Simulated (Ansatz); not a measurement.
Write a Python script for Ansatz 0.2.0 through its Python package that makes a single point from an input typed as a dict of LiMg, space group P-6m2. Level of theory: PBEsol, PAW, cutoff 420 eV, 9×9×5 k-points, cold smearing of 0.15 eV.

```
Li Mg
1.0
     3.10850    0.00000    0.00000
    -1.55425    2.69204    0.00000
     0.00000    0.00000    5.02547
Li Mg
1 1
Direct
  0.00000 0.00000 0.00000
  0.66667 0.33333 0.50000
```

`deck.py`
```python
'''LiMg from an input typed as a mapping.'''

import json
import logging
import sys

import ansatz as az
import pandas as pd

logging.basicConfig(stream=sys.stdout, format='[%(levelname)s] %(message)s')
logger = logging.getLogger('limg')
logger.setLevel(logging.INFO)


def main() -> None:
    inputs = {
        'crystal': {
            'lattice': [[3.108498, 0.0, 0.0], [-1.554249, 2.692038, 0.0], [0.0, 0.0, 5.025468]],
            'atoms': [
                {'symbol': 'Li', 'position': [0.0, 0.0, 0.0]},
                {'symbol': 'Mg', 'position': [0.666667, 0.333333, 0.5]},
            ],
        },
        'kpoints': {'mp_grid': {'grid': [9, 9, 5]}},
        'hamiltonian': {'xc': 'pbesol'},
        'scf': {'occupations': {'method': 'cold', 'width': 0.15}},
        'basis': {'ecutwfc': 420},
        'output': {'forces': True},
    }

    res = az.Session.from_dict(inputs).plan().execute()
    report = res.report

    energy = report['free_energy_ev']
    logger.info('LiMg: {:.6f} eV = {:.6f} Ry = {:.6f} Ha'.format(energy, energy / 13.605693, energy / 27.211386))
    logger.info('Fermi level {:.4f} eV, {} k-points, {} symmetry operations'.format(report['fermi_energy_ev'], report['n_kpoints'], report['n_symmetry_ops']))

    # forces, one row an atom
    table = pd.DataFrame(report['forces_ev_ang'], columns=['fx', 'fy', 'fz'])
    table.insert(0, 'atom', [site['symbol'] for site in report['lattice']['sites']])
    print(table.round(4).to_string())

    keep = ['free_energy_ev', 'energy_sigma0_ev', 'fermi_energy_ev', 'n_iterations', 'converged', 'magnetization_mub', 'n_kpoints']
    with open('limg.json', 'w') as handle:
        json.dump({key: report[key] for key in keep}, handle, indent=1)

    logger.info('energy terms (eV)')
    for term, value in report['components'].items():
        if abs(value) > 1e-9:
            logger.info(f'  {term:26s} {value:16.5f}')


if __name__ == '__main__':
    main()
```

```console
$ python deck.py
DeckWarning: the atoms were moved onto the symmetric positions of the space group found under crystal.symmetry.tolerance 1.0e-5 (fractional; no operation is sought that the atoms, as they stand in a [...]
[INFO] LiMg: -2115.122854 eV = -155.458664 Ry = -77.729332 Ha
[INFO] Fermi level 3.4927 eV, 36 k-points, 12 symmetry operations
  atom   fx   fy   fz
0   Li  0.0  0.0 -0.0
1   Mg  0.0 -0.0  0.0
[INFO] energy terms (eV)
[INFO]   e_band                           -458.43302
[INFO]   e_kinetic                          96.11774
[INFO]   e_local                         -1924.59201
[INFO]   e_nonlocal                         63.25176
[INFO]   e_hartree                         697.33266
[INFO]   e_xc                              -38.08399
[INFO]   e_vxc                             -49.36493
[INFO]   e_paw                            -300.86907
[INFO]   e_vpaw                            -38.51713
[INFO]   e_augmentation_tail                 0.00001
[INFO]   e_ewald                          -708.33863
[INFO]   e_core_change                       0.05886
[INFO]   e_smearing                         -0.00019
```
(Warnings from the package without file and line, shortened, repeats left out.)

`limg.json`, as written:
```json
{
 "free_energy_ev": -2115.1228543160482,
 "energy_sigma0_ev": -2115.1227923165593,
 "fermi_energy_ev": 3.4926675794671174,
 "n_iterations": 6,
 "converged": true,
 "magnetization_mub": 0.0,
 "n_kpoints": 36
}
```

Notes:
- Absolute energies stand on the zero of these potentials, so only differences at equal settings mean something. A total without «per atom» is that of the cell as typed.
- The energy terms are those on the plane-wave grid, with the one-centre PAW part apart; e_band, e_vxc and e_vpaw aren't summands of the total.
- The mesh is modest for a metal, so energies can be off by several to tens of meV an atom and pressures by half a GPa or more; differences at equal mesh fare better.
- The zero of the levels is a convention of the potentials, so an absolute Fermi energy is no work function.
- This cell is a computed structure, which may not be the phase found in nature.
- Levels are Kohn-Sham eigenvalues on this mesh.
- Wall time of the script: 2.3 s on 1 thread of Arm Neoverse V1, on a shared host, peak memory 0.38 GiB.

(Lines on the test bed's own set-up are left out of the output.)
